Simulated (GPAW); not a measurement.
Crystal: Co3Ir.

```
Ir Co
1.0
     3.58256    0.00000    0.00000
     0.00000    3.58256    0.00000
     0.00000    0.00000    3.58256
Ir Co
1 3
Direct
  0.00000 0.00000 0.00000
  0.50000 0.50000 0.00000
  0.50000 0.00000 0.50000
  0.00000 0.50000 0.50000
```

The cell comes from a database or a generator and needn't be the stable form of this composition.

Base run:

* Program: GPAW 26.7.0
* Functional: PBEsol
* Potentials or basis: PAW data sets generated in the run's folder for this functional
* Cutoff: 600 eV
* Basis: pw
* k mesh: 8 × 8 × 8
* Occupations: fermi-dirac, width 0.05 eV
* Spin: collinear spin, ferromagnetic start
* Starting moments: [0.6, 2.0, 2.0, 2.0] μB
* Hubbard terms: Co d U = 1 eV

Its results: pressure 2.4 GPa; net moment 5.94 μB per cell; site moments Ir +0.60; Co +1.83 μB.

The run is repeated on the same cell with these changes: hubbard terms from Co d U = 1 eV to Co d U = 2 eV. What comes out?

Pressure 9.2 GPa; net moment 6.81 μB per cell; site moments Ir +0.70; Co +2.09 μB.

Caveats: the U is typed as a test and isn't derived for this compound.
